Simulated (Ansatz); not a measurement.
# NiMoIrPdW (Cm) in Ansatz: further runs

Runs on NiMoIrPdW. Level: PBE. Tasks: relaxation of cell and atoms.

Program: Ansatz 0.2.0. These are calculated values, not measurements. Logs are shortened: lines on timing, memory, paths and dates and some standing lists are left out, and cuts for length are marked.

### 1 Starting point

The structure is monoclinic, space group Cm (No. 8). The conventional cell has a = 4.689 Å, b = 2.863 Å, c = 11.144 Å, α = 90.00°, β = 101.20°, γ = 90.00°. Ni (site symmetry m) is surrounded by 3 Ir at 2.59 to 2.61 Å and 3 Pd at 2.67 to 2.68 Å and 6 Ni at 2.75 to 2.86 Å. Mo (site symmetry m) is surrounded by 3 Ir at 2.68 Å and 6 Mo at 2.75 to 2.86 Å and 2 W at 2.78 Å. Pd (site symmetry m) is surrounded by 3 Ni at 2.67 to 2.68 Å and 3 W at 2.74 to 2.75 Å and 6 Pd at 2.75 to 2.86 Å. Ir (site symmetry m) is surrounded by 3 Ni at 2.59 to 2.61 Å and 3 Mo at 2.68 Å and 6 Ir at 2.75 to 2.86 Å. Around W (site symmetry m) lie 3 Pd at 2.74 to 2.75 Å and 6 W at 2.75 to 2.86 Å and 2 Mo at 2.78 Å.

The cell was built by a generator and needn't be a form met in nature.

### 2 Relaxation of cell and atoms, PBE, collinear spin, ferromagnetic start, target pressure 2 GPa, at which the enthalpy is minimised

Input file input.yaml:

```yaml
crystal:
  lattice:
    - [2.3446, -1.43138, 0.00906]
    - [2.3446, 1.43138, 0.00906]
    - [-2.206, 0.0, 10.92374]
  atoms:
    - { symbol: Ni, position: [0.49838, 0.49838, 0.29525], spin: 1.0 }
    - { symbol: Mo, position: [0.31773, 0.31773, 0.91207], spin: 1.0 }
    - { symbol: Pd, position: [0.24733, 0.24733, 0.49061] }
    - { symbol: Ir, position: [0.74982, 0.74982, 0.10802], spin: 0.6 }
    - { symbol: W, position: [0.68673, 0.68673, 0.69406] }
hamiltonian:
  xc: pbe
  pseudopotentials: { kind: paw }
magnetization:
  spin_polarized: true
kpoints:
  mp_grid: { grid: [8, 8, 2] }
scf:
  occupations: { method: fermi_dirac, width: 0.05 }
output:
  forces: true
  stress: true
  eigenvalues: true
relax:
  f_tol: 0.01
  max_steps: 40
  cell: { stress_tol: 0.05, p_target: 2.0 }
```

Potentials or basis: Ansatz PAW.

Launch:

```
$ ansatz run input.yaml --threads 8 --pin off --max-ram 20480MiB --backend cpu --events-out ev --progress --plain --runs-dir out
```

Output:

```text
Warning: RAYON_NUM_THREADS=8 ignored (pool sized by the plan → 8); use --threads N
Engine: ansatz 0.2.0, aarch64-unknown-linux-gnu
Pseudopotentials: kind: paw
Pseudopotential: Ni, paw, valence charge 18, recommended cutoff 420 eV (normal), Ni.paw.azcp
Pseudopotential: Mo, paw, valence charge 14, recommended cutoff 420 eV (normal), Mo.paw.azcp
Pseudopotential: Pd, paw, valence charge 18, recommended cutoff 420 eV (normal), Pd.paw.azcp
Pseudopotential: Ir, paw, valence charge 17, recommended cutoff 420 eV (normal), Ir.paw.azcp
Pseudopotential: W, paw, valence charge 14, recommended cutoff 420 eV (normal), W.paw.azcp
Functional definition: PBE
  parameter kappa = 0.804
  parameter beta = 0.06672455060314922
  exchange = pbe_x(kappa = kappa, mu = beta*pi^2/3)
  correlation = pbe_c(beta = beta)
Crystal: 5 atoms, lattice volume = 73.378 Å³
Basis set: ecut = 420 eV, 1447 PW (Γ), exchange–correlation on 40×40×150 points (8 copies of the dense FFT grid, shifted against one another)
Bands: 51, of which v1, the nominal top of the filled ones, is band 41 counted from 1 (40 counted from 0)
Symmetry: 2 space group operations
Space group: Cm (ITA 8), of the structure as read, at distance tolerance 4.2e-5 Å
Magnetic group: BNS 8.32 (UNI 39), of the structure as read, at distance tolerance 4.2e-5 Å
k-points: 42 of 128 (time reversal used)
Non-local potential: Ni, projectors of the file, l = 0: 3, l = 1: 2, l = 2: 3, l = 3: 1
Non-local potential: Mo, projectors of the file, l = 0: 3, l = 1: 2, l = 2: 2, l = 3: 1
Non-local potential: Pd, projectors of the file, l = 0: 2, l = 1: 2, l = 2: 2, l = 3: 1
Non-local potential: Ir, projectors of the file, l = 0: 3, l = 1: 2, l = 2: 2, l = 3: 1
Non-local potential: W, projectors of the file, l = 0: 3, l = 1: 2, l = 2: 2, l = 3: 1
PAW form: soft (Blöchl's): semilocal exchange-correlation on the pseudo side does not see the compensation charge
PAW one-centre angular grid: Ni, 590 points (default); XC on 64 Gauss nodes
PAW one-centre angular grid: Mo, 590 points (default); XC on 64 Gauss nodes
PAW one-centre angular grid: Pd, 590 points (default); XC on 64 Gauss nodes
PAW one-centre angular grid: Ir, 590 points (default); XC on 64 Gauss nodes
PAW one-centre angular grid: W, 590 points (default); XC on 64 Gauss nodes
Initial density: superposition of atomic densities (chi_scale 0.1, normalization cell)
Starting moments: Σ|m| = 2.6 μB on 3 of 5 sites
Initial wavefunctions: pseudopotential atomic-orbital guess
Functional: x = pbe(κ = 0.804, μ = 0.2195149727645171), c = pbe(β = 0.06672455060314922)
SCF iter   1: F=—  HF=-40096.290021 eV  |F-HF|=—  |Δ(HF+E_count)|=         —  Δρ=1.44e-1 (↑1.40e-1 ↓1.44e-1)  dr2=2.25e2  dr2_m=1.51e-1  M=1.483 μB ∫|m|=1.578 μB  β_m=0.30  ethr=3.10e-3  ⟨swp⟩=6.6  Hψ=14374  notcnv=0
Mixer restart at iter 1: flushing history
preconditioner: auto → Kerker (q_TF=auto, 2.774 Å⁻¹)  [metal: Δε(μ)=0.006 eV  Ē_g=6.364 eV  σ=0.050 eV  W_gap=0.03  n_scr=30 (ndim 8)  ℏωp=27.8 eV  f_vac=0.000  D(μ)=6.00/eV (n_scr^D=70)]
spin=Collinear: Kerker preconditioning applied to the charge; magnetization (m = ρ↑ − ρ↓) channel mixes plain (no charge-response kernel on spin).
[... 156 lines left out ...]
SCF iter  12: F=—  HF=-40088.573605 eV  |F-HF|=—  |Δ(HF+E_count)|=  5.09e-11  Δρ=8.28e-8 (↑8.27e-8 ↓8.28e-8)  dr2=2.71e-11  dr2_m=4.25e-16  M=0.000 μB ∫|m|=0.000 μB  β_m=0.43  ethr=1.00e-12  ⟨swp⟩=2.0  Hψ=4696  notcnv=0
SCF iter  13: F=—  HF=-40088.573605 eV  |F-HF|=—  |Δ(HF+E_count)|=  1.02e-10  Δρ=5.47e-8 (↑5.46e-8 ↓5.47e-8)  dr2=4.80e-11  dr2_m=2.84e-16  M=0.000 μB ∫|m|=0.000 μB  β_m=0.28  ethr=1.00e-12  ⟨swp⟩=1.4  Hψ=4326  notcnv=0
SCF iter  14: F=—  HF=-40088.573605 eV  |F-HF|=—  |Δ(HF+E_count)|=    0.00e0  Δρ=2.36e-8 (↑2.35e-8 ↓2.36e-8)  dr2=6.35e-13  dr2_m=3.25e-16  M=0.000 μB ∫|m|=0.000 μB  β_m=0.41  ethr=1.00e-12  ⟨swp⟩=1.0  Hψ=4284  notcnv=0
SCF iter  15: F=—  HF=-40088.573605 eV  |F-HF|=—  |Δ(HF+E_count)|=  7.28e-12  Δρ=6.81e-8 (↑6.81e-8 ↓6.81e-8)  dr2=7.50e-11  dr2_m=7.54e-17  M=0.000 μB ∫|m|=0.000 μB  β_m=0.35  ethr=1.00e-12  ⟨swp⟩=1.0  Hψ=4284  notcnv=0  recentre
SCF iter  16: F=-40088.573605 eV  HF=-40088.573605 eV  |F-HF|=2.18e-11  |Δ(HF+E_count)|=  7.28e-12  Δρ=5.72e-8 (↑5.72e-8 ↓5.72e-8)  dr2=3.23e-11  dr2_m=4.00e-17  M=0.000 μB ∫|m|=0.000 μB  ethr=1.00e-12  ⟨swp⟩=1.5  Hψ=8992  notcnv=0
the starting moments were not kept: the SCF closed with an absolute magnetisation of 8.4e-9 μB, where they sum to 2.6 μB in size (3 sites). That is at most 0.1 of that sum. Measured as dr2_m measures the in/out step, that magnetisation stands 9.5e-18 eV from none, at or under the dr2_threshold of 5.0e-11 eV: it is no larger than a step whose dr2_m would equal this threshold.
SCF 7 converged in 16 iterations: F = -40088.573605 eV  dr2 = 3.23e-11
relax step   7: F+E_penalty+E_count = -40088.57360471 eV  Δ(F+E_penalty+E_count) = +3.077e-4 eV  max|allowed force component| = 1.528e-3 eV/Å  Δτ_max = 0.0000 Å  P = +1.992 GPa  Ω = 72.690 Å³  stress off target by 2.67e-2 GPa  SCF on the basis re-selected at this cell (its energy is not comparable with the rows above)  (16 SCF iters)
basis re-selected at this cell: Δ(F+E_penalty+E_count) = +3.077e-4 eV, ΔP = +0.005 GPa vs the last step (what re-selecting the basis moved, of the pressure what is left beyond the Pulay correction that the steps carried, after the strain that the cell walked since its last selection, with what the two solves' SCF thresholds leave and, on support functions, any second-order correction that the steps lacked; it is no measure of the basis error at this ecutwfc). This SCF's stress stands 2.67e-2 GPa from its target on what of the cell is left free (relax.cell.stress_tol is 5.00e-2 GPa) and its largest allowed force component is 1.53e-3 eV/Å (relax.f_tol is 1.00e-2 eV/Å): within both
SCF converged after 16 iterations
Magnetization: 0.0000 μB (40.5000 up, 40.5000 down)
Absolute magnetization: 0.0000 μB (∫|ρ↑−ρ↓|, with the PAW one-centre terms)
Spin contamination: 0.0000 ħ² per cell (⟨S²⟩ above its minimum at these occupations)
Per-site moments (μB) at R_I (Å): [(9.331987743784047e-10, 1.0654046119195668), (9.676159070287393e-10, 1.1040656012909478), (-3.0909894786802813e-10, 1.0976831762444035), (-3.8283147101361295e-10, 1.0654046119195668), (-1.926613259951254e-10, 1.126706099745819)]
Free energy (F): -40088.573605 eV
Harris-Foulkes:  -40088.573605 eV  (|F-HF|=2.18e-11)
Internal energy: -40088.551096 eV  (E = F + TS)
E sigma→0 (E₀):  -40088.562350 eV
Entropy (-TS):   -0.022509 eV (-4.502 meV/atom)
Fermi energy:    21.130907 eV
--- Per-component energies (eV) ---
  E_band       = -657.671705
  E_kinetic    = 2309.533840
  E_local      = -9209.058130  (includes V_loc(G=0)·N_el)
  E_nonlocal   = 1071.591882
  E_hartree    = 3809.571017
  E_xc         = -971.673471
  E_vxc        = -1088.667415  (∫ρ·V_xc dr)
  E_paw        = -26369.521004  (= ΣΔE_a)
  E_vpaw       = -1360.214328  (= ΣTr[D̂ρ^β])
  E_aug_tail   = 0.000799  (compensation charges beyond the density's cutoff)
  E_ewald      = -10728.996030
  E_smearing   = -0.022509  (= −TS)
  E_closure    = -0.000000  (closes the sum)
  Σ components = -40088.573605   (vs F -40088.573605, Δ=0.00e0)
--- Forces (eV/Å), atoms counted from 1 ---
  atom   1  Ni     0.00013218    -0.00000000     0.00002170
  atom   2  Mo    -0.00142206     0.00000000     0.00152779
  atom   3  Pd     0.00003311     0.00000000     0.00108217
  atom   4  Ir     0.00000312    -0.00000000    -0.00115141
  atom   5  W      0.00125367    -0.00000000    -0.00147931
  max |Σ_I F_I| component: 9.29e-7 eV/Å
--- Stress (GPa, compression-positive) ---
        1.975034       0.000000      -0.008533
        0.000000       1.986290      -0.000000
       -0.008533      -0.000000       2.014613
  P = ⅓ Tr σ = 1.9920 GPa (19.920 kbar)
--- Band table (eV; the first three rows and the last of 84) ---
  k-point 0 ↑: bands = ["-81.5885", "-71.4347", "-63.6397", "-52.8514", "-42.0840", "-41.9287", "-41.9094", "-39.9239", "-29.5162", "-29.1351", "-29.1194", "-28.2711", "-28.1116", "-28.0523", "-17.2674", "-16.5217", "-16.4316", "-14.0444", "-13.3685", "-13.2900", "12.0208", "13.1447", "14.6467", "15.2652", "15.6604", "17.4027", "17.6745", "18.0496", "18.1657", "18.2981", "18.6819", "18.9109", "18.9685", "19.0536", "19.3538", "19.4571", "19.8958", "20.2556", "20.2904", "20.3504", "20.4100", "20.5747", "20.8931", "21.1678", "21.5060", "21.6659", "22.5861", "23.5412", "24.3183", "24.8644", "30.4611"]
  k-point 1 ↑: bands = ["-81.5885", "-71.4347", "-63.6397", "-52.8514", "-42.0840", "-41.9287", "-41.9094", "-39.9239", "-29.5162", "-29.1351", "-29.1194", "-28.2711", "-28.1116", "-28.0523", "-17.2674", "-16.5217", "-16.4316", "-14.0444", "-13.3685", "-13.2900", "12.1260", "12.9003", "14.7449", "15.2700", "15.8488", "17.4071", "17.6674", "18.1428", "18.1791", "18.2839", "18.6320", "18.9035", "19.0404", "19.1121", "19.1140", "19.4905", "19.5762", "19.7179", "20.1824", "20.2447", "20.6071", "20.6469", "21.1511", "21.3916", "21.7139", "21.8532", "22.5533", "23.5418", "24.3142", "24.8719", "29.5890"]
  k-point 2 ↑: bands = ["-81.5878", "-71.4301", "-63.6351", "-52.8372", "-42.0832", "-41.9327", "-41.9139", "-39.8976", "-29.5107", "-29.1731", "-29.1327", "-28.2623", "-28.1707", "-28.0790", "-17.2416", "-16.6758", "-16.4877", "-14.0204", "-13.5289", "-13.3455", "12.5769", "13.7003", "15.0408", "15.6951", "15.9638", "17.2247", "17.5490", "18.0195", "18.1910", "18.3822", "18.4383", "18.5249", "18.8596", "19.1098", "19.2347", "19.3357", "19.6547", "19.8745", "20.0454", "20.2610", "20.3807", "20.6627", "20.9833", "21.5748", "21.7735", "21.8734", "23.3278", "23.8406", "24.2267", "25.5153", "30.7340"]
  k-point 41 ↓: bands = ["-81.5828", "-71.3962", "-63.6014", "-52.7337", "-42.0778", "-41.9826", "-41.9252", "-39.7068", "-29.4718", "-29.4379", "-29.2243", "-28.5822", "-28.2590", "-28.1962", "-17.6576", "-17.0666", "-16.8516", "-14.5657", "-13.8453", "-13.7088", "14.4799", "15.1089", "15.5098", "15.6770", "15.8108", "16.1681", "17.2741", "17.5549", "17.9712", "18.4794", "18.4824", "18.7815", "19.5562", "20.1325", "20.1833", "20.6738", "20.9542", "20.9764", "21.3648", "21.7333", "21.9926", "22.2519", "23.0169", "23.7636", "23.9696", "24.8749", "25.4129", "26.4514", "26.8529", "27.3404", "27.9488"]
--- Relaxed structure (6 steps of the walk, 5 accepted, 1 SCFs on fresh bases) ---
  F+E_penalty+E_count = -40088.57360471 eV   max|allowed force component| = 1.528e-3 eV/Å   (the final SCF, on the basis selected at the relaxed cell)
  cell:  # Å, volume = 72.6896 Å³
    - [2.3453069985663033, -1.4180108030837824, 0.01569823097497079]
    - [2.3453069985663033, 1.4180108030837824, 0.015698230974970785]
    - [-2.1756993392093684, -7.154612619514815e-18, 10.913998399950048]
  atoms:
    - { symbol: Ni, position: [0.49783617841460914, 0.49783617841460914, 0.29532984287955333] }
    - { symbol: Mo, position: [0.3229152545543183, 0.3229152545543183, 0.912206691078254] }
    - { symbol: Pd, position: [0.245886850112078, 0.245886850112078, 0.49044263078995437] }
    - { symbol: Ir, position: [0.7517799279976219, 0.7517799279976219, 0.10863482153337302] }
    - { symbol: W, position: [0.6815717889213723, 0.6815717889213723, 0.6933960137188651] }
```

It took 49 s on 8 threads of Arm Neoverse V2, shared host; peak memory 0.73 GiB.

Results:

```
Free energy                                            : -40088.5736 eV
Relaxed volume                                         : 14.54 Å³/atom
Relaxed cell                                           : a = 2.741 Å, b = 2.741 Å, c = 11.129 Å, α = 99.30°, β = 99.30°, γ = 62.31°
Space group after relaxing (to 0.05 Å)                 : Cm (No. 8)
Energy change on relaxing (the enthalpy is what falls) : +0.0 meV/atom
Ionic steps                                            : 6
Pressure after relaxing                                : 2.0 GPa
Band gap on the k mesh                                 : none (metal or under the smearing width)
Net moment                                             : 0.00 μB per cell
Absolute moment                                        : 0.00 μB per cell
```

Forces in eV/Å, atoms in the order of the input:
```
Ni   0.000  0.000  0.000
Mo  -0.001  0.000  0.002
Pd   0.000  0.000  0.001
Ir   0.000  0.000 -0.001
W    0.001  0.000 -0.001
```

The path:
```tsv
step	energy change (eV)	largest force (eV/Å)	volume (Å³)
1	0.0000	0.0901	73.38
2	0.0001	0.0489	72.70
3	0.0004	0.0227	72.66
4	-0.0002	0.0269	72.70
5	-0.0001	0.0021	72.69
6	0.0002	0.0021	72.69
```

Final structure:
```yaml
crystal:
  lattice:
    - [2.34531, -1.41801, 0.01570]
    - [2.34531, 1.41801, 0.01570]
    - [-2.17570, 0.00000, 10.91400]
  atoms:
    - { symbol: Ni, position: [0.49784, 0.49784, 0.29533] }
    - { symbol: Mo, position: [0.32292, 0.32292, 0.91221] }
    - { symbol: Pd, position: [0.24589, 0.24589, 0.49044] }
    - { symbol: Ir, position: [0.75178, 0.75178, 0.10863] }
    - { symbol: W, position: [0.68157, 0.68157, 0.69340] }
```

Levels at points of the mesh, in eV from the Fermi level:
Spin up:
```
              k point  band 36  band 37  band 38  band 39  band 40  band 41  band 42  band 43  band 44  band 45
   (0.00, 0.00, 0.00)    -1.67    -1.24    -0.88    -0.84    -0.78    -0.72    -0.56    -0.24     0.04     0.38
  (0.00, 0.00, -0.50)    -1.64    -1.55    -1.41    -0.95    -0.89    -0.52    -0.48     0.02     0.26     0.58
  (0.00, -0.50, 0.00)    -0.66    -0.52    -0.39    -0.20     0.87     1.32     1.37     1.62     1.93     2.44
 (0.00, -0.50, -0.50)    -0.60    -0.48    -0.21    -0.17     0.75     0.88     1.07     1.66     2.51     2.74
 (-0.50, -0.50, 0.00)    -0.47    -0.37    -0.15    -0.08     0.30     1.12     1.13     1.78     2.84     2.97
(-0.50, -0.50, -0.50)    -0.46    -0.18    -0.15     0.23     0.60     0.86     1.12     1.89     2.63     2.84
```
Spin down:
```csv
k point,band 36,band 37,band 38,band 39,band 40,band 41,band 42,band 43,band 44,band 45
"(0.00, 0.00, 0.00)",-1.67,-1.24,-0.88,-0.84,-0.78,-0.72,-0.56,-0.24,0.04,0.38
"(0.00, 0.00, -0.50)",-1.64,-1.55,-1.41,-0.95,-0.89,-0.52,-0.48,0.02,0.26,0.58
"(0.00, -0.50, 0.00)",-0.66,-0.52,-0.39,-0.20,0.87,1.32,1.37,1.62,1.93,2.44
"(0.00, -0.50, -0.50)",-0.60,-0.48,-0.21,-0.17,0.75,0.88,1.07,1.66,2.51,2.74
"(-0.50, -0.50, 0.00)",-0.47,-0.37,-0.15,-0.08,0.30,1.12,1.13,1.78,2.84,2.97
"(-0.50, -0.50, -0.50)",-0.46,-0.18,-0.15,0.23,0.60,0.86,1.12,1.89,2.63,2.84
```

Caveat: the plane-wave basis is chosen anew once the cell has moved, so the energies of steps on either side of that aren't comparable; the starting moments weren't kept. The run has no spin-orbit coupling, so splittings on Ir, W are missing.

(Part 1 of 2 ends here.)
